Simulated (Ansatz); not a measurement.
# C2H7NSi: rotation by 180° about the C1–C2 bond

Wanted: the energy profile along the rotation by 180° about the C1–C2 bond, from relaxed end points and a band of images. SMILES of the start: C=CN[SiH3].

Method: RKS CAM-B3LYP/6-31G, in Ansatz 0.2.0.

### 1 The starting structure

Bond lengths: C1–C2 1.299 Å, C2–N3 1.355 Å, N3–Si4 1.683 Å, C1–H5 1.083 Å, C1–H6 1.153 Å, C2–H7 1.071 Å, N3–H8 1.069 Å, Si4–H9 1.417 Å, Si4–H10 1.459 Å, Si4–H11 1.568 Å. Angles (14 of 15 angles, heavy atoms first): C1–C2–N3 124.5°, C2–N3–Si4 135.3°, C1–C2–H7 121.4°, N3–C2–H7 114.1°, C2–C1–H5 126.1°, C2–C1–H6 119.8°, C2–N3–H8 113.4°, Si4–N3–H8 109.1°, N3–Si4–H9 109.0°, N3–Si4–H10 111.5°, N3–Si4–H11 104.9°, H5–C1–H6 113.7°, H9–Si4–H10 113.3°, H9–Si4–H11 109.6°.

As a file:

```xyz
11

C    -0.2792    2.0705   -0.1933
C    -0.4869    0.8407    0.1686
N     0.2193   -0.2224   -0.2866
Si    0.3700   -1.8382    0.1582
H     0.4314    2.4055   -0.9394
H    -0.9666    2.9076    0.2018
H    -1.2347    0.5918    0.8941
H     1.0540    0.0522   -0.8958
H     0.8236   -2.5829   -0.9589
H     1.2175   -1.9916    1.3363
H    -1.0832   -2.2903    0.5356
```

### 2 End point A

Contents of input.yaml:

```yaml
crystal:
  periodic: [false, false, false]
  atoms:
    - { symbol: C, position_ang: [-0.2792, 2.0705, -0.1933] }
    - { symbol: C, position_ang: [-0.4869, 0.8407, 0.1686] }
    - { symbol: "N", position_ang: [0.2193, -0.2224, -0.2866] }
    - { symbol: Si, position_ang: [0.37, -1.8382, 0.1582] }
    - { symbol: H, position_ang: [0.4314, 2.4055, -0.9394] }
    - { symbol: H, position_ang: [-0.9666, 2.9076, 0.2018] }
    - { symbol: H, position_ang: [-1.2347, 0.5918, 0.8941] }
    - { symbol: H, position_ang: [1.054, 0.0522, -0.8958] }
    - { symbol: H, position_ang: [0.8236, -2.5829, -0.9589] }
    - { symbol: H, position_ang: [1.2175, -1.9916, 1.3363] }
    - { symbol: H, position_ang: [-1.0832, -2.2903, 0.5356] }
basis:
  gaussian: { orbitals: "6-31G" }
hamiltonian:
  xc: cam_b3lyp
relax:
  f_tol: 0.015
  max_steps: 40
output:
  orbitals: {}
```

Started as:

```bash
$ ansatz run input.yaml --threads 1 --pin off --max-ram 2048MiB --backend cpu --events-out ev --progress --plain --runs-dir out
```

The log of the run, shortened:

```text
Warning: RAYON_NUM_THREADS=1 ignored (pool sized by the plan → 1); use --threads N
[...]
Functional definition: CAM-B3LYP
[...]
805 factors; integrals over basis functions are off by at most 2.0e-4 eV
326 factors; integrals over basis functions are off by at most 4.2e-7 eV
[...]
mean field -11550.17495515 eV, -424.4611006120 hartree, gradient 2.5e-5 eV, S^2 0.000000; 0 other end points of the search recorded, 0 dependent functions left out
[...]
reference -11550.17506991 eV, -424.4611048295 hartree; 20, 20 occupied and 34, 34 virtual orbitals, 805 factors
relax step   1: F+E_penalty+E_count = -11550.17495515 eV  Δ(F+E_penalty+E_count) = +0.000e0 eV  max|allowed force component| = 4.459e0 eV/Å  Δτ_max = 0.0000 Å  (23 SCF iters, accepted)
[...]
relax step   7: F+E_penalty+E_count = -11550.82582777 eV  Δ(F+E_penalty+E_count) = -2.109e-3 eV  max|allowed force component| = 1.810e-2 eV/Å  Δτ_max = 0.0210 Å  (24 SCF iters, accepted)
[...]
relax step   8: F+E_penalty+E_count = -11550.82588721 eV  Δ(F+E_penalty+E_count) = -5.945e-5 eV  max|allowed force component| = 3.808e-3 eV/Å  Δτ_max = 0.0084 Å  (22 SCF iters, accepted)
805 factors; integrals over basis functions are off by at most 2.0e-4 eV
326 factors; integrals over basis functions are off by at most 4.3e-7 eV
[...]
mean field -11550.82588721 eV, -424.4850219241 hartree, gradient 2.0e-5 eV, S^2 0.000000; 1 other end points of the search recorded, 0 dependent functions left out
[...]
reference -11550.82600229 eV, -424.4850261531 hartree; 20, 20 occupied and 34, 34 virtual orbitals, 805 factors
Total energy: -11550.82600229 eV, -424.4850261531 hartree
Atom 0 at    -0.347513     2.151945    -0.192065 Å, force    -0.001694     0.000174    -0.000304 eV/Å
Atom 1 at    -0.433389     0.860168     0.144583 Å, force     0.003808    -0.000471     0.001109 eV/Å
Atom 2 at     0.369902    -0.173432    -0.339257 Å, force    -0.000005     0.002683    -0.002563 eV/Å
Atom 3 at     0.330172    -1.865978     0.208276 Å, force     0.001374     0.000680    -0.000830 eV/Å
Atom 4 at     0.398101     2.519022    -0.890204 Å, force     0.001666     0.000164    -0.000100 eV/Å
Atom 5 at    -1.032496     2.878053     0.224083 Å, force    -0.001549     0.002299     0.000900 eV/Å
Atom 6 at    -1.192864     0.533210     0.851086 Å, force    -0.000960    -0.000617     0.000042 eV/Å
Atom 7 at     1.050861     0.099575    -1.034612 Å, force    -0.002421    -0.003735     0.001300 eV/Å
Atom 8 at     0.811481    -2.716803    -0.924525 Å, force     0.000488    -0.000842     0.000272 eV/Å
Atom 9 at     1.194694    -2.142341     1.405605 Å, force    -0.000715     0.000303     0.000347 eV/Å
Atom 10 at    -1.083750    -2.200518     0.567629 Å, force     0.000009    -0.000638    -0.000173 eV/Å
Dipole moment:     0.098165    -0.187287    -0.043656 e Å
```

Run time: 22 s. Hardware: 1 thread of Arm Neoverse V2, shared host; peak memory 0.14 GiB.

Step by step:

```csv
step,energy from step 1 (eV),largest force component (eV/Å)
1,0.0000,4.4592
2,-0.5332,1.6309
3,-0.6158,0.3593
4x,-0.5629,1.5445
5,-0.6464,0.2029
6,-0.6488,0.2100
7,-0.6509,0.0181
8,-0.6509,0.0038
```

Step 1 is the start. 1 step was tried and not accepted (marked x).

After: Bond lengths: C1–C2 1.338 Å, C2–N3 1.396 Å, N3–Si4 1.779 Å, C1–H5 1.085 Å, C1–H6 1.081 Å, C2–H7 1.088 Å, N3–H8 1.011 Å, Si4–H9 1.496 Å, Si4–H10 1.502 Å, Si4–H11 1.497 Å. Angles (14 of 15 angles, heavy atoms first): C1–C2–N3 126.2°, C2–N3–Si4 125.8°, C1–C2–H7 119.9°, N3–C2–H7 113.9°, C2–C1–H5 122.2°, C2–C1–H6 120.7°, C2–N3–H8 115.2°, Si4–N3–H8 118.9°, N3–Si4–H9 107.5°, N3–Si4–H10 114.0°, N3–Si4–H11 107.9°, H5–C1–H6 117.1°, H9–Si4–H10 108.3°, H9–Si4–H11 111.0°.

### 3 Relaxing end B

The second end starts from a geometry with the move made by hand.

Contents of input.yaml:

```yaml
crystal:
  periodic: [false, false, false]
  atoms:
    - { symbol: C, position_ang: [-0.2792, 2.0705, -0.1933] }
    - { symbol: C, position_ang: [-0.4869, 0.8407, 0.1686] }
    - { symbol: "N", position_ang: [-1.43842, 0.45127, 1.05125] }
    - { symbol: Si, position_ang: [-2.11049, -1.02003, 1.5149] }
    - { symbol: H, position_ang: [0.4314, 2.4055, -0.9394] }
    - { symbol: H, position_ang: [-0.9666, 2.9076, 0.2018] }
    - { symbol: H, position_ang: [0.08258, 0.03376, -0.24619] }
    - { symbol: H, position_ang: [-2.09293, 1.24353, 1.34649] }
    - { symbol: H, position_ang: [-2.66689, -0.88397, 2.81111] }
    - { symbol: H, position_ang: [-3.06612, -1.50683, 0.5252] }
    - { symbol: H, position_ang: [-0.90222, -2.01815, 1.56427] }
basis:
  gaussian: { orbitals: "6-31G" }
hamiltonian:
  xc: cam_b3lyp
relax:
  f_tol: 0.015
  max_steps: 40
```

Started as:

```bash
$ ansatz run input.yaml --threads 1 --pin off --max-ram 2048MiB --backend cpu --events-out ev --progress --plain --runs-dir out
```

The log of the run, shortened:

```text
Warning: RAYON_NUM_THREADS=1 ignored (pool sized by the plan → 1); use --threads N
[...]
[... 1 set-up line as earlier in the session ...]
[...]
805 factors; integrals over basis functions are off by at most 2.0e-4 eV
326 factors; integrals over basis functions are off by at most 4.2e-7 eV
[...]
mean field -11550.18049857 eV, -424.4613043288 hartree, gradient 2.3e-5 eV, S^2 0.000000; 0 other end points of the search recorded, 0 dependent functions left out
[...]
reference -11550.18061335 eV, -424.4613085472 hartree; 20, 20 occupied and 34, 34 virtual orbitals, 805 factors
relax step   1: F+E_penalty+E_count = -11550.18049857 eV  Δ(F+E_penalty+E_count) = +0.000e0 eV  max|allowed force component| = 4.158e0 eV/Å  Δτ_max = 0.0000 Å  (23 SCF iters, accepted)
[...]
Atom 1 at    -0.569718     0.902387     0.170683 Å, force    -0.008319     0.001863     0.003858 eV/Å
Atom 2 at    -1.591928     0.561325     1.057717 Å, force     0.007519    -0.014250    -0.006180 eV/Å
Atom 3 at    -2.081954    -1.092265     1.496337 Å, force     0.005482     0.004339    -0.001069 eV/Å
Atom 4 at     0.563846     2.303308    -0.920466 Å, force    -0.000284    -0.000639    -0.000047 eV/Å
Atom 5 at    -0.824048     3.009292     0.075906 Å, force     0.001012     0.001308     0.000481 eV/Å
Atom 6 at     0.012226     0.052723    -0.178243 Å, force     0.002141    -0.008136    -0.001742 eV/Å
Atom 7 at    -2.109456     1.341791     1.437372 Å, force    -0.010581     0.006277     0.008476 eV/Å
Atom 8 at    -2.670806    -1.041405     2.870762 Å, force    -0.002611     0.001932     0.004058 eV/Å
Atom 9 at    -3.100412    -1.695303     0.571080 Å, force    -0.000592    -0.000038    -0.003310 eV/Å
Atom 10 at    -0.858933    -1.954404     1.469060 Å, force     0.001443     0.001097    -0.000729 eV/Å
Dipole moment:    -0.143529    -0.098524     0.127208 e Å
```

Wall time 22 s (1 thread of Arm Neoverse V2, shared host); peak memory 0.14 GiB.

Relaxation path:

```csv
step,energy from step 1 (eV),largest force component (eV/Å)
1,0.0000,4.1581
2,-0.5153,1.8920
3,-0.5897,0.4695
4,-0.6316,0.3013
5,-0.6417,0.1819
6,-0.6439,0.1964
7x,-0.6413,0.3057
8,-0.6453,0.0143
```

Step 1 is the start. 1 step was tried and not accepted (marked x).

After: Bond lengths: C1–C2 1.338 Å, C2–N3 1.396 Å, N3–Si4 1.780 Å, C1–H5 1.082 Å, C1–H6 1.085 Å, C2–H7 1.087 Å, N3–H8 1.010 Å, Si4–H9 1.496 Å, Si4–H10 1.502 Å, Si4–H11 1.497 Å. Angles (14 of 15 angles, heavy atoms first): C1–C2–N3 126.2°, C2–N3–Si4 125.8°, C1–C2–H7 119.9°, N3–C2–H7 113.9°, C2–C1–H5 120.7°, C2–C1–H6 122.2°, C2–N3–H8 115.2°, Si4–N3–H8 119.0°, N3–Si4–H9 107.7°, N3–Si4–H10 114.1°, N3–Si4–H11 107.8°, H5–C1–H6 117.1°, H9–Si4–H10 108.2°, H9–Si4–H11 111.0°.

### 4 Nudged elastic band

crystal.atoms is end A as relaxed above, and neb.final_atoms is end B, turned to lie on A. With 5 inner images the band has 7 in all.

Contents of input.yaml:

```yaml
crystal:
  periodic: [false, false, false]
  atoms:
    - { symbol: C, position_ang: [-0.347513, 2.151945, -0.192065] }
    - { symbol: C, position_ang: [-0.433389, 0.860168, 0.144583] }
    - { symbol: "N", position_ang: [0.369902, -0.173432, -0.339257] }
    - { symbol: Si, position_ang: [0.330172, -1.865978, 0.208276] }
    - { symbol: H, position_ang: [0.398101, 2.519022, -0.890204] }
    - { symbol: H, position_ang: [-1.032496, 2.878053, 0.224083] }
    - { symbol: H, position_ang: [-1.192864, 0.53321, 0.851086] }
    - { symbol: H, position_ang: [1.050861, 0.099575, -1.034612] }
    - { symbol: H, position_ang: [0.811481, -2.716803, -0.924525] }
    - { symbol: H, position_ang: [1.194694, -2.142341, 1.405605] }
    - { symbol: H, position_ang: [-1.08375, -2.200518, 0.567629] }
basis:
  gaussian: { orbitals: "6-31G" }
hamiltonian:
  xc: cam_b3lyp
neb:
  order_check: false
  images: 5
  f_tol: 0.03
  max_iterations: 60
  initial_path: idpp
  final_atoms:
    - { symbol: C, position_ang: [-0.34687991, 2.15179996, -0.19083184] }
    - { symbol: C, position_ang: [-0.44012152, 0.85853553, 0.1376765] }
    - { symbol: "N", position_ang: [0.37084661, -0.17288778, -0.33830936] }
    - { symbol: Si, position_ang: [0.33256557, -1.86554595, 0.20970136] }
    - { symbol: H, position_ang: [-1.03880962, 2.8768589, 0.21575632] }
    - { symbol: H, position_ang: [0.41243417, 2.52131907, -0.87277628] }
    - { symbol: H, position_ang: [-1.21218776, 0.5285175, 0.82857367] }
    - { symbol: H, position_ang: [1.05924605, 0.1036619, -1.0244047] }
    - { symbol: H, position_ang: [0.80431679, -2.72021519, -0.92403969] }
    - { symbol: H, position_ang: [1.20384203, -2.14356982, 1.40158731] }
    - { symbol: H, position_ang: [-1.08005341, -2.19557312, 0.5776657] }
```

Started as:

```bash
$ ansatz run input.yaml --threads 1 --pin off --max-ram 2048MiB --backend cpu --events-out ev --progress --plain --runs-dir out
```

The log of the run, shortened:

```text
Warning: RAYON_NUM_THREADS=1 ignored (pool sized by the plan → 1); use --threads N
[...]
[... 1 set-up line as earlier in the session ...]
[...]
804 factors; integrals over basis functions are off by at most 2.0e-4 eV
326 factors; integrals over basis functions are off by at most 4.3e-7 eV
[...]
mean field -11550.82588222 eV, -424.4850217405 hartree, gradient 2.1e-5 eV, S^2 0.000000; 0 other end points of the search recorded, 0 dependent functions left out
[...]
reference -11550.82599726 eV, -424.4850259682 hartree; 20, 20 occupied and 34, 34 virtual orbitals, 804 factors
804 factors; integrals over basis functions are off by at most 2.0e-4 eV
326 factors; integrals over basis functions are off by at most 4.3e-7 eV
[...]
mean field -11550.82580569 eV, -424.4850189281 hartree, gradient 2.1e-5 eV, S^2 0.000000; 0 other end points of the search recorded, 0 dependent functions left out
[...]
Atom 1 at    -0.420728     0.838633     0.007607 Å, force    -0.016502    -0.006775     0.001666 eV/Å
Atom 2 at     0.446706    -0.143840    -0.182022 Å, force     0.001912    -0.024846     0.008396 eV/Å
Atom 3 at     0.322623    -1.902994     0.348394 Å, force     0.001791     0.009809    -0.003483 eV/Å
Atom 4 at    -0.888916     2.459875    -1.230737 Å, force    -0.003947     0.001884     0.005910 eV/Å
Atom 5 at    -0.092662     2.886379     0.308863 Å, force     0.007162     0.001345     0.001447 eV/Å
Atom 6 at    -1.313258     0.474491     0.573139 Å, force     0.005237     0.006267    -0.009914 eV/Å
Atom 7 at     1.251646     0.222679    -0.705241 Å, force     0.001847     0.015035     0.001612 eV/Å
Atom 8 at     1.124736    -2.671494    -0.645099 Å, force    -0.001601     0.000189    -0.000114 eV/Å
Atom 9 at     0.891771    -2.060530     1.718717 Å, force     0.001973    -0.001483     0.001293 eV/Å
Atom 10 at    -1.113984    -2.298049     0.319326 Å, force    -0.000064     0.001454     0.001371 eV/Å
Dipole moment:    -0.094840    -0.930638     0.293323 e Å
this run last wrote the band of iteration 25 to <dir>
```

Run time: 5 min. Hardware: 1 thread of Arm Neoverse V2, shared host; peak memory 0.14 GiB.

### 5 Images and barrier

The 5 inner images lie between the fixed ends 0 and 6. Energy is taken from image 0, and the path length is the program's own coordinate along the band.

| image | path (Å) | energy (eV) | dihedral H5–C1–C2–N3 (°) | band force (eV/Å) |
| --- | --- | --- | --- | --- |
| 0 | 0.000 | 0.0000 | -1 | - |
| 1 | 0.838 | 0.0173 | 5 | 0.001 |
| 2 | 1.676 | 1.0158 | 52 | 0.003 |
| 3* | 2.514 | 2.9898 | 118 | 0.026 |
| 4 | 3.231 | 1.3338 | 137 | 0.005 |
| 5 | 3.949 | 0.1363 | 163 | 0.003 |
| 6 | 4.666 | 0.0001 | 179 | - |

The star marks the climbing image.

image, energy (eV) and a bar:
```
        0      0.000 
        1      0.017 
        2      1.016 ##########
        3      2.990 ##############################
        4      1.334 #############
        5      0.136 #
        6      0.000
```

The top of the band by iteration:

```csv
iteration,highest image above image 0 (eV),largest band force (eV/Å)
1,3.4178,3.190
3,2.6184,1.421
5,2.2738,0.699
7,2.3661,1.877
9,3.1031,1.794
11,3.0985,1.263
13,3.1117,1.209
15,3.0744,1.118
17,3.0971,0.821
19,3.0017,0.415
21,2.9930,0.215
23,2.9901,0.057
25,2.9898,0.026
```

Positions of all images (Å):

```xyz
11
image=0 dE=0.0000
C    -0.348    2.152   -0.192
C    -0.433    0.860    0.145
N     0.370   -0.173   -0.339
Si    0.330   -1.866    0.208
H     0.398    2.519   -0.890
H    -1.032    2.878    0.224
H    -1.193    0.533    0.851
H     1.051    0.100   -1.035
H     0.811   -2.717   -0.925
H     1.195   -2.142    1.406
H    -1.084   -2.201    0.568
11
image=1 dE=0.0173
C    -0.377    2.143   -0.253
C    -0.344    0.888    0.209
N     0.366   -0.180   -0.339
Si    0.291   -1.871    0.213
H     0.110    2.440   -1.176
H    -0.901    2.916    0.291
H    -0.910    0.630    1.102
H     0.997    0.058   -1.090
H     1.076   -2.668   -0.779
H     0.885   -2.062    1.579
H    -1.128   -2.350    0.262
11
image=2 dE=1.0158
C    -0.343    2.139   -0.329
C    -0.398    0.859    0.111
N     0.383   -0.191   -0.339
Si    0.308   -1.880    0.258
H    -0.391    2.448   -1.357
H    -0.471    2.934    0.388
H    -1.102    0.564    0.890
H     1.209    0.135   -0.823
H     1.103   -2.692   -0.709
H     0.891   -2.062    1.637
H    -1.122   -2.311    0.294
11
image=3 dE=2.9898
C    -0.143    2.138   -0.492
C    -0.421    0.839    0.008
N     0.447   -0.144   -0.182
Si    0.323   -1.903    0.348
H    -0.889    2.460   -1.231
H    -0.093    2.886    0.309
H    -1.313    0.474    0.573
H     1.252    0.223   -0.705
H     1.125   -2.671   -0.645
H     0.892   -2.061    1.719
H    -1.114   -2.298    0.319
11
image=4 dE=1.3338
C    -0.335    2.120   -0.447
C    -0.474    0.820   -0.064
N     0.526   -0.128   -0.066
Si    0.356   -1.852    0.408
H    -1.114    2.546   -1.061
H     0.301    2.841    0.033
H    -1.432    0.415    0.270
H     1.316    0.173   -0.621
H     1.137   -2.671   -0.574
H     0.880   -2.075    1.787
H    -1.093   -2.245    0.355
11
image=5 dE=0.1363
C    -0.404    2.112   -0.424
C    -0.516    0.805   -0.150
N     0.525   -0.119   -0.050
Si    0.371   -1.820    0.455
H    -1.273    2.670   -0.740
H     0.521    2.670   -0.354
H    -1.500    0.365   -0.009
H     1.400    0.194   -0.448
H     1.159   -2.675   -0.491
H     0.864   -2.076    1.848
H    -1.081   -2.182    0.384
11
image=6 dE=0.0001
C    -0.353    2.150   -0.195
C    -0.443    0.857    0.135
N     0.373   -0.172   -0.336
Si    0.337   -1.864    0.214
H    -1.048    2.874    0.207
H     0.409    2.521   -0.875
H    -1.217    0.526    0.822
H     1.063    0.105   -1.020
H     0.817   -2.719   -0.917
H     1.204   -2.138    1.410
H    -1.076   -2.198    0.576
```

### 6 Vibrations at the top

The geometry is the highest inner image of the first converged band.

Contents of input.yaml:

```yaml
crystal:
  periodic: [false, false, false]
  atoms:
    - { symbol: C, position_ang: [-0.142736, 2.137751, -0.492349] }
    - { symbol: C, position_ang: [-0.420728, 0.838633, 0.007607] }
    - { symbol: "N", position_ang: [0.446706, -0.14384, -0.182022] }
    - { symbol: Si, position_ang: [0.322623, -1.902994, 0.348394] }
    - { symbol: H, position_ang: [-0.888916, 2.459875, -1.230737] }
    - { symbol: H, position_ang: [-0.092662, 2.886379, 0.308863] }
    - { symbol: H, position_ang: [-1.313258, 0.474491, 0.573139] }
    - { symbol: H, position_ang: [1.251646, 0.222679, -0.705241] }
    - { symbol: H, position_ang: [1.124736, -2.671494, -0.645099] }
    - { symbol: H, position_ang: [0.891771, -2.06053, 1.718717] }
    - { symbol: H, position_ang: [-1.113984, -2.298049, 0.319326] }
basis:
  gaussian: { orbitals: "6-31G" }
hamiltonian:
  xc: cam_b3lyp
phonons: {}
```

Started as:

```bash
$ ansatz run input.yaml --threads 1 --pin off --max-ram 2048MiB --backend cpu --events-out ev --progress --plain --runs-dir out
```

The log of the run, shortened:

```text
Warning: RAYON_NUM_THREADS=1 ignored (pool sized by the plan → 1); use --threads N
[...]
[... 1 set-up line as earlier in the session ...]
[...]
804 factors; integrals over basis functions are off by at most 2.0e-4 eV
326 factors; integrals over basis functions are off by at most 4.3e-7 eV
[...]
mean field -11547.83609037 eV, -424.3751489168 hartree, gradient 5.5e-5 eV, S^2 0.000000; 2 other end points of the search recorded, 0 dependent functions left out
[...]
reference -11547.83620747 eV, -424.3751532202 hartree; 20, 20 occupied and 34, 34 virtual orbitals, 804 factors
[...]
804 factors; integrals over basis functions are off by at most 2.0e-4 eV
326 factors; integrals over basis functions are off by at most 4.3e-7 eV
mean field -11547.83603434 eV, -424.3751468575 hartree, gradient 2.0e-6 eV, S^2 0.000000; 0 other end points of the search recorded, 0 dependent functions left out
[...]
reference -11547.83615148 eV, -424.3751511623 hartree; 20, 20 occupied and 34, 34 virtual orbitals, 804 factors
[...]
WARN: phonons: modes at or below zero, which the zero-point energy, F, S and C_V leave out: 2, the lowest at -2346.17 cm⁻¹. A minimum has none, and a first-order saddle one
[...]
Atom 2 at     0.446706    -0.143840    -0.182022 Å, force     0.001935    -0.024943     0.008397 eV/Å
Atom 3 at     0.322623    -1.902994     0.348394 Å, force     0.001844     0.009836    -0.003477 eV/Å
Atom 4 at    -0.888916     2.459875    -1.230737 Å, force    -0.003974     0.001861     0.005948 eV/Å
Atom 5 at    -0.092662     2.886379     0.308863 Å, force     0.007173     0.001319     0.001450 eV/Å
Atom 6 at    -1.313258     0.474491     0.573139 Å, force     0.005199     0.006315    -0.009931 eV/Å
Atom 7 at     1.251646     0.222679    -0.705241 Å, force     0.001851     0.015035     0.001604 eV/Å
Atom 8 at     1.124736    -2.671494    -0.645099 Å, force    -0.001595     0.000196    -0.000114 eV/Å
Atom 9 at     0.891771    -2.060530     1.718717 Å, force     0.001980    -0.001479     0.001305 eV/Å
Atom 10 at    -1.113984    -2.298049     0.319326 Å, force    -0.000109     0.001429     0.001353 eV/Å
Dipole moment:    -0.094839    -0.930634     0.293319 e Å
Vibrations: -2346.17 -45.22 180.51 228.64 456.65 593.69 619.93 628.79 703.55 787.83 891.32 927.51 941.77 1050.42 1159.99 1176.92 1299.14 1401.33 1458.24 1596.28 2230.25 2251.99 2262.20 2837.98 3073.05 3119.66 3411.24 cm⁻¹, zero-point energy 2.187631 eV
```

It took 2 min on 1 thread of Arm Neoverse V2, shared host; peak memory 0.14 GiB.

Of 27 modes, 2 are imaginary by more than 30 cm⁻¹ (2346i, 45i cm⁻¹).

### 7 What came out

```
                    quantity                    value
                       end A  6 moves, 0.651 eV lower
                       end B  6 moves, 0.645 eV lower
            barrier forwards                  2.99 eV
           barrier backwards                  2.99 eV
second end relative to first                 0.000 eV
               highest image    3 of 0 to 6, climbing
             band iterations                       25
  imaginary modes at the top          2346i, 45i cm⁻¹
```

In words: The barrier from the first end is 2.99 eV, 116 times kT at 300 K, which at an assumed attempt frequency of 10^13 s⁻¹ means a rate near 10^-37 s⁻¹. The two ends lie within 1 meV of each other. The listed dihedral goes from -1° at end A through 118° at the highest image to 179° at end B. Beside the main imaginary mode the others are soft (under 80i cm⁻¹) and may be noise at this precision. Zero-point energy and entropy are left out. So high a top is no free rotation: a twisted double bond has diradical character that a closed-shell reference can't describe, and an inversion is a path of another kind. The basis is very small, so the numbers are rough.
